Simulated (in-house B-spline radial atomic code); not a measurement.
# Cs⁴⁺: ionisation energy by several methods

The task here is to estimate one member of a computed series from the others.

Program: in-house B-spline radial atomic code version 1. Level of theory: non-relativistic, several functionals, spin-polarised; spherical all-electron atom at the radial basis limit. These are calculated values, not measurements, unless marked.

## Starting point

| Quantity | Value |
| --- | --- |
| element | caesium (Z = 55) |
| charge | +4 |
| electrons | 51 |
| configuration | [Kr] 4d10 5s2 5p3 |
| nucleus | point |

Outer shells as boxes (Hund's rule):

[Kr] 4d10 5s2 5p3
```
[Kr] core
4d [↑↓][↑↓][↑↓][↑↓][↑↓]
5s [↑↓]
5p [↑ ][↑ ][↑ ]
```

Where spins are not typed, each open shell is filled with up spins first.

Set-up of the first run:

The run's settings:

```ini
Z = 55
electrons = 51.0
configuration = [Kr] 4d10 5s2 5p3
hamiltonian = nr
method = optx,lyp
spin_polarised = True
```

Among the steps run: OLYP, a GGA; PW91, a GGA; RPBE, a GGA; BP86, a GGA; r2SCAN, a meta-GGA; TPSS, a meta-GGA.

One table of the session follows, with a row left open; its other results are not shown here.

```
method  ΔSCF (eV)
  OLYP     57.611
  PW91     57.591
  RPBE          ?
  BP86     57.603
r2SCAN     58.005
  TPSS     57.632
```

**Question.** Estimate the row for RPBE.

The run gave: ΔSCF (eV): 57.494. In the column «ΔSCF (eV)» it is the lowest.

Members of this set that are not shown: 1 did not converge; 12 used exact exchange with fractional occupations of an open shell, which is unsound here.

Caveats from the session: These runs leave out relativity, which matters at this nuclear charge.
